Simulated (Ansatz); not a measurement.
# BrH5OSi: the cost of one run

Method: RKS PBE/def2-SVP, in Ansatz 0.2.0.

**1. The system as given**

Bond lengths: Si1–Br2 2.698 Å, Si1–H3 1.466 Å, Si1–H4 1.448 Å, Si1–O5 1.611 Å, O5–H8 0.953 Å. Angles: Br2–Si1–H3 89.6°, Br2–Si1–H4 120.1°, Br2–Si1–O5 107.5°, H3–Si1–H4 108.2°, H3–Si1–O5 107.8°, H4–Si1–O5 119.2°, Si1–O5–H8 123.0°.

Coordinates:

```xyz
8

Si   -0.5546   -0.3098   -0.0405
Br    1.7594   -0.5200   -1.4125
H    -0.6905   -1.7690   -0.0656
H    -1.7238    0.2631   -0.6738
O    -0.1859    0.1249    1.4665
H     0.9564    1.2364   -0.9000
H     0.1184    1.4010   -0.4306
H     0.3207   -0.4265    2.0564
```

**2. Pulling towards end A**

Springs on the bonds that form and break draw the guess towards this end; the thresholds are loose.

File input.yaml:

```yaml
crystal:
  periodic: [false, false, false]
  atoms:
    - { symbol: Si, position_ang: [-0.5546, -0.3098, -0.0405] }
    - { symbol: Br, position_ang: [1.7594, -0.52, -1.4125] }
    - { symbol: H, position_ang: [-0.6905, -1.769, -0.0656] }
    - { symbol: H, position_ang: [-1.7238, 0.2631, -0.6738] }
    - { symbol: O, position_ang: [-0.1859, 0.1249, 1.4665] }
    - { symbol: H, position_ang: [0.9564, 1.2364, -0.9] }
    - { symbol: H, position_ang: [0.1184, 1.401, -0.4306] }
    - { symbol: H, position_ang: [0.3207, -0.4265, 2.0564] }
basis:
  gaussian: { orbitals: def2-SVP }
hamiltonian:
  xc: pbe
relax:
  f_tol: 0.15
  max_steps: 25
  restrain:
    - { distance: [0, 6], at: 2.72, k: 30.0 }
    - { distance: [5, 1], at: 2.81, k: 30.0 }
    - { distance: [0, 1], at: 2.31, k: 30.0 }
    - { distance: [5, 6], at: 0.62, k: 30.0 }
```

Started as:

```sh
ansatz run input.yaml --threads 2 --pin off --max-ram 3072MiB --backend cpu --events-out ev --progress --plain --runs-dir out
```

What time and memory should one allow on 2 threads of AMD EPYC 9R45 (Zen 5), shared host?

About 4.3 s, with a peak of 0.14 GiB.
